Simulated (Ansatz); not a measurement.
**BFGaH₆NSi: a ladder of functionals and wavefunction methods**

An exercise on one series of results from a longer session: the logs are not shown, and one member is left open.

The runs use Ansatz 0.2.0, Gaussian basis; functionals in def2-TZVPP, the program's frozen cores in correlated methods.

Plan: LDA (SPW92), PBE-D4, revPBE-D4, BLYP-D4, r2SCAN-D4, B97M-V, PBE0-D4, B3LYP-D4, r2SCANh-D4, r2SCAN0-D4, HSE06-D4, BHLYP-D4, CAM-B3LYP-D4, LC-ωPBE, ωB97X-V, ωB97M-V, B2PLYP, PBE-QIDH; CCSD(T)/def2-SVP; CCSD(T)/def2-TZVPP; MP2/def2-QZVPP; extrapolation to the limit; RPA on PBE.

**The geometry**

The geometry comes from an earlier relaxation with PBE0-D4 in a triple-zeta def2 set; it is a stationary point, not always the lowest conformer.

SMILES `[NH2][Ga]([SiH3])[BH]F`, 11 atoms, charge 0, spin multiplicity 1.

Atoms are counted from 1 here; the program's logs count them from 0.

Bond lengths: N1–Ga2 1.822 Å, N1–H6 1.006 Å, N1–H7 1.006 Å, Ga2–Si3 2.414 Å, Ga2–B4 2.115 Å, Si3–H8 1.491 Å, Si3–H9 1.491 Å, Si3–H10 1.491 Å, B4–F5 1.325 Å, B4–H11 1.207 Å. Angles: Ga2–N1–H6 125.0°, Ga2–N1–H7 123.3°, H6–N1–H7 111.6°, N1–Ga2–Si3 113.3°, N1–Ga2–B4 118.4°, Si3–Ga2–B4 128.2°, Ga2–Si3–H8 111.2°, Ga2–Si3–H9 112.2°, Ga2–Si3–H10 111.2°, H8–Si3–H9 107.5°, H8–Si3–H10 106.9°, H9–Si3–H10 107.6°, Ga2–B4–F5 120.1°, Ga2–B4–H11 124.9°, F5–B4–H11 114.9°.

Set-up of the first run:

Contents of in.yaml:

```yaml
crystal:
  periodic: [false, false, false]
  atoms:
    - {symbol: N, position_ang: [0.748704, 0.926016, 1.602265]}
    - {symbol: Ga, position_ang: [0.353470, 0.050966, 0.054187]}
    - {symbol: Si, position_ang: [-2.013806, -0.292936, -0.272512]}
    - {symbol: B, position_ang: [1.942994, -0.477396, -1.237434]}
    - {symbol: F, position_ang: [2.470759, -1.691743, -1.180269]}
    - {symbol: H, position_ang: [1.677223, 1.152853, 1.916318]}
    - {symbol: H, position_ang: [0.051253, 1.216061, 2.267149]}
    - {symbol: H, position_ang: [-2.483757, 0.350858, -1.532753]}
    - {symbol: H, position_ang: [-2.823416, 0.267211, 0.847092]}
    - {symbol: H, position_ang: [-2.336886, -1.744399, -0.380133]}
    - {symbol: H, position_ang: [2.413482, 0.242511, -2.083900]}
basis:
  gaussian: {orbitals: def2-TZVPP}
hamiltonian: {xc: lda}
output: {orbitals: {seedname: orbitals}}
```

Run with:

```
$ ansatz run in.yaml --threads 4 --pin off --events-out ev --progress --plain --max-ram 10444MiB
```

Among the steps run: LDA; PBE-D4 (GGA); revPBE-D4 (GGA); BLYP-D4 (GGA); r2SCAN-D4 (meta-GGA); B97M-V (meta-GGA); B3LYP-D4 (hybrid); r2SCANh-D4 (hybrid); r2SCAN0-D4 (hybrid); HSE06-D4 (hybrid); BHLYP-D4 (hybrid); CAM-B3LYP-D4 (range-separated); LC-ωPBE (range-separated); ωB97X-V (range-separated); ωB97M-V (range-separated); B2PLYP (double hybrid); PBE-QIDH (double hybrid).

One table of the session follows, with a row left open; its other results are not shown here.

It belongs to the step «Frontier levels by functional». 

```
  functional  HOMO (eV)  LUMO (eV)  gap (eV)
 LDA (SPW92)      -5.97      -2.83      3.14
      PBE-D4      -5.85      -2.56      3.30
   revPBE-D4      -5.80      -2.44      3.36
     BLYP-D4      -5.72      -2.40      3.32
   r2SCAN-D4      -6.08      -2.26      3.82
      B97M-V      -6.17      -2.38      3.79
     PBE0-D4      -6.98      -1.63      5.36
    B3LYP-D4      -6.78      -1.83      4.95
  r2SCANh-D4      -6.50      -1.94      4.56
  r2SCAN0-D4      -7.13      -1.47      5.66
    HSE06-D4      -6.59      -2.01      4.58
    BHLYP-D4      -8.00      -0.67      7.33
CAM-B3LYP-D4      -8.24      -0.55      7.69
     LC-ωPBE      -9.53       0.64     10.17
     ωB97X-V      -9.20       0.50      9.70
     ωB97M-V          ?          ?         ?
```

**Question.** Estimate the row for ωB97M-V.

The run gave: HOMO (eV): -9.00; LUMO (eV): 0.25; gap (eV): 9.25. In the column «HOMO (eV)» it lies between ωB97X-V (-9.20) and CAM-B3LYP-D4 (-8.24).
